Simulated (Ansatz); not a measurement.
**GeHF+ (doublet): wave-function methods side by side, cc-pVTZ**

An exercise on one series of results from a longer session: the logs are not shown, and one member is left open.

The runs use Ansatz 0.2.0, Gaussian basis; cc-pVTZ, core rule «outside noble gas», up to 15 orbitals frozen.

Plan: UHF; CCSD(T) on ROHF; CCSD(T) on UHF; BCCD(T) on ROHF; CCSDT(Q) on ROHF; CCSDT(Q) on UHF.

11 further runs of the same task are left out: 7 for a known fault of the program, 4 set aside as unsound or not needed.

## What is computed

The geometry is a PBE0/def2-TZVP stationary point (not a proven minimum) of the parent state, kept for this charge and spin. No spin-orbit coupling is included. The filled d shell of Ge may be among the frozen orbitals whatever the setting's name suggests; the logs give the count.

3 atoms, charge 1, spin multiplicity 2.

Atoms are counted from 1 here; the program's logs count them from 0.

Bond lengths: Ge1–F2 1.757 Å, Ge1–H3 1.609 Å. Angles: F2–Ge1–H3 94.2°.

Coordinates:

```xyz
3

Ge    0.0000   -0.0320    0.3579
F     0.0000    0.0392   -1.3972
H     0.0000    1.5671    0.5406
```

Set-up of the first run:

in.yaml reads:

```yaml
crystal:
  periodic: [false, false, false]
  atoms:
    - {symbol: Ge, position_ang: [0.000000, -0.031999, 0.357936]}
    - {symbol: F, position_ang: [0.000000, 0.039207, -1.397243]}
    - {symbol: H, position_ang: [0.000000, 1.567096, 0.540598]}
basis:
  gaussian: {orbitals: cc-pVTZ}
total_charge: 1
magnetization: {spin_polarized: true, initial_magnetization: 1}
hamiltonian: {xc: hf}
output: {orbitals: {seedname: orbitals}}
```

Run with:

```console
$ ansatz run in.yaml --threads 1 --pin off --events-out ev --progress --plain --max-ram 4096MiB --backend cpu
```

Among the steps run: UHF; CCSD(T) on ROHF; CCSD(T) on UHF; BCCD(T) on ROHF; CCSDT(Q) on ROHF; CCSDT(Q) on UHF.

One table of the session follows, with a row left open; its other results are not shown here.

```
   method  from UCCSDT(Q) (meV)
     ROHF               +9751.5
      UHF               +9548.3
     RMP2                +628.1
     UMP2                     ?
    RCCSD                +372.8
    UCCSD                +360.7
 RCCSD(T)                 +40.5
 UCCSD(T)                 +34.3
  BCCD(T)                 +34.0
   RCCSDT                 +24.5
   UCCSDT                 +18.5
RCCSDT(Q)                 +16.9
UCCSDT(Q)                     0
```

Q: Estimate the row for UMP2 from the others.

As computed: from UCCSDT(Q) (meV): +610.0. In the column «from UCCSDT(Q) (meV)» it lies between RCCSD (+372.8) and RMP2 (+628.1).

Caveats from the session: Restricted and unrestricted rows rest on different reference determinants; where their highest levels disagree by more than a few hundredths of an eV, they describe different states and don't form one ladder.
